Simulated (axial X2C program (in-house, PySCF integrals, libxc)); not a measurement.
# BrSiBr⁻: bond lengths and stretches, held linear

The task here is to estimate one member of a computed series from the others.

Program: an in-house X2C program for linear molecules on PySCF integrals. Level of theory: all-electron X2C, two-component (2c) or spin-free, Br dyall-av3z, Si dyall-v3z. These are calculated values, not measurements.

All values are calculated.

2 further runs of the same task are left out: 2 set aside as unsound or not needed.

The first run:

The input, task.json:

```json
{"zs": [35, 14, 35], "q": -1, "bas": ["dyall-av3z", "dyall-v3z", "dyall-av3z"], "r0": [2.3, 2.3], "symm": 1, "scan": ["PBE0", "HF", "TPSSh"], "levels": ["PBE0", "HF", "TPSSh"], "nst": 2}
```

Keys: zs atomic numbers; q charge; bas basis sets; r0 starting distance in Å; symm equal bonds; scan levels of the two-bond scan; levels methods; nst determinants followed.

Run with:

```console
> python solin.py task.json out
```

Masses Br 78.918, Si 27.977, Br 78.918 u.

Steps of the session up to this table: Scan at PBE0, 2c; Scan at TPSSh, 2c; Scan at PBE0, spin-free.

One of the session's tables, all rows but one given; the rest of the session is left out.

```
           level  r(Br–Si) (Å)  r(Si–Br) (Å)  upper stretch (cm⁻¹)
        PBE0, 2c         2.585         2.585                 199.9
       TPSSh, 2c         2.600         2.600                 196.4
 PBE0, spin-free             ?             ?                     ?
TPSSh, spin-free         2.601         2.601                 196.1
```

Estimate the missing values for PBE0, spin-free.

As computed: r(Br–Si) (Å): 2.586; r(Si–Br) (Å): 2.586; upper stretch (cm⁻¹): 199.4. In the column «r(Br–Si) (Å)» it lies between PBE0, 2c (2.585) and TPSSh, 2c (2.600).

Scans not shown above were run alike.

To keep in mind: For an anion the highest level of a functional can be positive, and the basis then holds the extra electron. The molecule was held linear; bending was not examined, so a bent shape may lie lower. Note: functional without a current term on a determinant with orbital currents, of the molecule or an atom.
